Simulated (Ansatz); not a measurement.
# Sc2BC2: the cost of one run

Program: Ansatz 0.2.0. Level of theory: DFT PBEsol, scalar-relativistic, plane waves, PAW. These are calculated values, not measurements.

1 further run of the same task is left out (set aside as unsound or not needed). Runs told in other sessions of the task aren't counted.

## 1. Starting point

Symmetry: I4/mmm, No. 139, tetragonal system. Conventional cell: a = 3.326 Å, b = 3.326 Å, c = 10.674 Å, α = 90.00°, β = 90.00°, γ = 90.00°. Sc (site symmetry 4mm) is surrounded by 5 C at 2.24 to 2.36 Å. B (site symmetry 4/mmm) has 2 C at 1.47 Å in its first shell of neighbours. Around C (site symmetry 4mm) lie 1 B at 1.47 Å and 5 Sc at 2.24 to 2.36 Å.

Coordinates:

```xyz
5
Lattice="-1.6629 1.6629 5.3370 1.6629 -1.6629 5.3370 1.6629 1.6629 -5.3370" Properties=species:S:1:pos:R:3 pbc="T T T"
Sc    0.0000    0.0000    3.7102
Sc    0.0000    0.0000    6.9639
B     0.0000    0.0000    0.0000
C     0.0000    0.0000    1.4747
C     0.0000    0.0000    9.1994
```

Source of the structure: the Crystallography Open Database.

(A quick probe on a coarse mesh, which set the mesh and smearing, is not shown.)

## 3. Relaxing cell and atoms

input.yaml reads:

```yaml
crystal:
  lattice:
    - [-1.66295, 1.66295, 5.33705]
    - [1.66295, -1.66295, 5.33705]
    - [1.66295, 1.66295, -5.33705]
  atoms:
    - { symbol: Sc, position: [0.34759, 0.34759, 0.0] }
    - { symbol: Sc, position: [0.65241, 0.65241, 0.0] }
    - { symbol: B, position: [0.0, 0.0, 0.0] }
    - { symbol: C, position: [0.13816, 0.13816, 0.0] }
    - { symbol: C, position: [0.86184, 0.86184, 0.0] }
basis:
  ecutwfc: 420
kpoints:
  mp_grid: { grid: [16, 16, 16] }
hamiltonian:
  xc: pbesol
scf:
  occupations: { method: gaussian, width: 0.1 }
output:
  forces: true
  stress: true
  eigenvalues: true
  write_density: true
  write_potential: true
  elf: true
  volumetric_format: npy
relax:
  adjacent_minimum: "off"
  f_tol: 0.005
  max_steps: 80
  cell: { stress_tol: 0.05 }
```

Command:

```sh
$ ansatz run input.yaml --threads 1 --pin off --max-ram 3072MiB --backend cpu --events-out ev --progress --plain --runs-dir out
```

**Question.** How long does this run take on 1 thread of Arm Neoverse V2, shared host, and how much memory does it need?

About 3.9 min, with a peak of 0.65 GiB.
